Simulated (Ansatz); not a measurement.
Predict the output of the script below (the Ansatz DFT code, driven from Python).

`bend_b2clh3s.py`
```python
"""Energy of B2ClH3S against one bond angle."""

import ansatz as az
from ase import Atoms

atoms = Atoms(["B", "S", "B", "Cl", "H", "H", "H"], positions=[
    [-0.2337, 1.3191, -0.0659],
    [0.6811, 0.3133, 1.1499],
    [0.4229, -1.2394, 0.1047],
    [-0.9164, -2.3328, 0.4164],
    [0.2817, 1.8933, -0.9851],
    [-1.4515, 1.4995, 0.0389],
    [1.2772, -1.5209, -0.7045],
])

# start the scan from a relaxed geometry
first = az.Crystal.molecule_from_ase(atoms).calculation()
first = first.basis(gaussian="def2-SVP")
first = first.functional("hf")
first = first.relax(force_tolerance=0.02, max_steps=80)
atoms.positions = first.run(threads=1, pin="off").report["positions_ang"]

rows = []
for angle in [90, 100, 110, 120, 135, 150, 165, 179]:
    bent = atoms.copy()
    bent.set_angle(0, 1, 2, angle, indices=[2, 3, 6])
    setup = (
        az.Crystal.molecule_from_ase(bent).calculation()
        .basis(gaussian="def2-SVP")
        .functional("hf")
    )
    rows.append((angle, setup.run(threads=1, pin="off").report["free_energy_ev"]))
floor = min(e for _, e in rows)
for angle, e in rows:
    print(f"angle B0-S1-B2 = {angle:3d} deg   {1000 * (e - floor):9.1f} meV")
```

```console
$ python bend_b2clh3s.py
angle B0-S1-B2 =  90 deg       233.1 meV
angle B0-S1-B2 = 100 deg         0.0 meV
angle B0-S1-B2 = 110 deg        30.0 meV
angle B0-S1-B2 = 120 deg       217.2 meV
angle B0-S1-B2 = 135 deg       686.6 meV
angle B0-S1-B2 = 150 deg      1261.7 meV
angle B0-S1-B2 = 165 deg      1761.6 meV
angle B0-S1-B2 = 179 deg      1972.4 meV
```

Caveats:
- The settings weren't tested for convergence.
- The scan is rigid, and the energies are electronic, in a modest basis. The zero is the lowest point of the grid, which needn't be the minimum.
- Finished in 33 s on 1 thread of Arm Neoverse V2, with other jobs on the host, peak memory 0.22 GiB.

(Lines on the test bed's own set-up are left out of the output.)
